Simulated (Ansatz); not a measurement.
# H₅InO₃Si: up Jacob's ladder to CCSD(T)

The task here is to estimate one member of a computed series from the others.

Computed with Ansatz 0.2.0, Gaussian basis. Level: functionals in def2-TZVPP, the program's frozen cores in correlated methods.

Plan: LDA (SPW92), PBE-D4, revPBE-D4, BLYP-D4, r2SCAN-D4, B97M-V, PBE0-D4, B3LYP-D4, r2SCANh-D4, r2SCAN0-D4, HSE06-D4, BHLYP-D4, CAM-B3LYP-D4, LC-ωPBE, ωB97X-V, ωB97M-V, B2PLYP, PBE-QIDH; CCSD(T)/def2-SVP; CCSD(T)/def2-TZVPP; MP2/def2-QZVPP; extrapolation to the limit; RPA on PBE.

### The geometry

The geometry comes from an earlier relaxation with PBE0-D4 in a triple-zeta def2 set; it is a stationary point, not always the lowest conformer. In takes the def2 core potential; no spin-orbit term is included.

10 atoms, charge 0, spin multiplicity 1.

Atoms are counted from 1 here; the program's logs count them from 0.

Bond lengths: O1–In2 1.973 Å, O1–H6 0.961 Å, In2–O3 1.960 Å, In2–O4 1.969 Å, O3–H7 0.961 Å, O4–Si5 1.629 Å, Si5–H8 1.497 Å, Si5–H9 1.488 Å, Si5–H10 1.488 Å. Angles: In2–O1–H6 111.7°, O1–In2–O3 123.1°, O1–In2–O4 119.0°, O3–In2–O4 117.9°, In2–O3–H7 111.7°, In2–O4–Si5 134.0°, O4–Si5–H8 111.0°, O4–Si5–H9 110.6°, O4–Si5–H10 110.6°, H8–Si5–H9 107.8°, H8–Si5–H10 107.8°, H9–Si5–H10 109.0°.

The first run:

The input, in.yaml:

```yaml
crystal:
  periodic: [false, false, false]
  atoms:
    - {symbol: O, position_ang: [-1.056423, 0.733843, 1.960806]}
    - {symbol: In, position_ang: [0.601816, 0.011645, 1.171422]}
    - {symbol: O, position_ang: [2.218010, -0.344967, 2.220422]}
    - {symbol: O, position_ang: [0.652134, -0.374482, -0.758377]}
    - {symbol: Si, position_ang: [-0.425615, -0.224739, -1.970235]}
    - {symbol: H, position_ang: [-1.745884, 0.845573, 1.300085]}
    - {symbol: H, position_ang: [2.095266, -0.126097, 3.148185]}
    - {symbol: H, position_ang: [-1.725619, 0.321319, -1.466317]}
    - {symbol: H, position_ang: [0.085094, 0.705561, -3.012710]}
    - {symbol: H, position_ang: [-0.698780, -1.547645, -2.593292]}
basis:
  gaussian: {orbitals: def2-TZVPP}
hamiltonian: {xc: lda}
output: {orbitals: {seedname: orbitals}}
```

Started as:

```bash
$ ansatz run in.yaml --threads 4 --pin off --events-out ev --progress --plain --max-ram 10444MiB
```

Steps of the session up to this table: LDA; PBE-D4 (GGA); revPBE-D4 (GGA); BLYP-D4 (GGA); r2SCAN-D4 (meta-GGA); B97M-V (meta-GGA); PBE0-D4 (hybrid); B3LYP-D4 (hybrid); r2SCANh-D4 (hybrid); r2SCAN0-D4 (hybrid); HSE06-D4 (hybrid); BHLYP-D4 (hybrid); CAM-B3LYP-D4 (range-separated); LC-ωPBE (range-separated); ωB97X-V (range-separated); ωB97M-V (range-separated); B2PLYP (double hybrid); PBE-QIDH (double hybrid).

One table of the session follows, with a row left open; its other results are not shown here.

It belongs to the step «Frontier levels by functional». 

| functional | HOMO (eV) | LUMO (eV) | gap (eV) |
| --- | --- | --- | --- |
| LDA (SPW92) | -7.20 | -3.42 | 3.78 |
| PBE-D4 | -7.05 | -3.10 | 3.96 |
| revPBE-D4 | -6.99 | -2.96 | 4.04 |
| BLYP-D4 | -6.97 | -3.08 | 3.89 |
| r2SCAN-D4 | -7.41 | -2.85 | 4.56 |
| B97M-V | -7.49 | -3.03 | 4.47 |
| PBE0-D4 | -8.54 | -2.17 | 6.37 |
| B3LYP-D4 | -8.32 | -2.52 | 5.80 |
| r2SCANh-D4 | -7.96 | -2.52 | 5.44 |
| r2SCAN0-D4 | -8.78 | -2.02 | 6.76 |
| HSE06-D4 | -8.13 | -2.54 | 5.59 |
| BHLYP-D4 | -9.95 | -1.33 | 8.62 |
| CAM-B3LYP-D4 | ? | ? | ? |
| LC-ωPBE | -11.34 | 0.13 | 11.47 |
| ωB97X-V | -11.00 | -0.09 | 10.91 |
| ωB97M-V | -10.87 | -0.30 | 10.57 |

**Question.** Estimate the row for CAM-B3LYP-D4.

The run gave: HOMO (eV): -9.99; LUMO (eV): -1.24; gap (eV): 8.74. In the column «HOMO (eV)» it lies between ωB97M-V (-10.87) and BHLYP-D4 (-9.95).
